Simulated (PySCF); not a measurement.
**Accurate constants of BeP, step by step**

Aim: bond length, wavenumber and bond energy of BeP near the limit of CCSD(T), built from two basis sets and any small corrections listed.

Computed with PySCF 2.14.0. Level: CCSD(T) on ROHF, no relativity in the base curves; scalar relativity is added as a correction.

### 1 The job

* molecule: BeP
* state: quartet, unpaired electrons σ ↑, π ↑↑
* smaller basis: Be cc-pVTZ, P cc-pV(T+d)Z
* larger basis: Be cc-pVQZ, P cc-pV(Q+d)Z
* frozen core orbitals: 6
* extrapolation: correlation as n⁻³ (n = 3, 4), Hartree–Fock as (n+1)·exp(−9√n)
* corrections: core–valence correlation, scalar relativity
* distances (Å): 1.8322, 1.9154, 1.9987, 2.0820, 2.1653, 2.2694, 2.3735
* masses (u): 9.0122, 30.9738
* dissociation limit: Be + P

Run with:

```bash
$ OMP_NUM_THREADS=4 python comp.py task.json out
```

### 2 The runs

What does the calculation give? Wanted: for each run, Re; ωe; ωexe; αe; De.

As calculated:

```
               level  Re (Å)  ωe (cm⁻¹)  ωexe (cm⁻¹)  αe (cm⁻¹)  De (eV)
CCSD(T)/cc-pVTZ(-PP)  2.0807      604.1         5.78    0.00645    1.037
CCSD(T)/cc-pVQZ(-PP)  2.0718      611.7         5.59    0.00637    1.138
              HF/CBS  2.0627      649.8         3.68    0.00506    0.927
             MP2/CBS  2.0574      644.2         4.33    0.00550    1.407
            CCSD/CBS  2.0625      625.1         5.25    0.00613    1.104
         CCSD(T)/CBS  2.0670      616.7         5.48    0.00631    1.203
      CCSD(T)/CBS+CV  2.0604      620.0         5.49    0.00635    1.219
   CCSD(T)/CBS+CV+SR  2.0610      618.1         5.50    0.00637    1.212
```

What this shows: The last step gives Re = 2.0610 Å, ωe = 618.1 cm⁻¹ and De = 1.212 eV; the smaller basis alone is off from it by +19.7 mÅ and -0.18 eV. Near the minimum the mean field binds by 0.93 eV and correlation adds 0.28 eV of binding. T1 is 0.027. Spin–orbit coupling and excitations beyond (T) are left out.
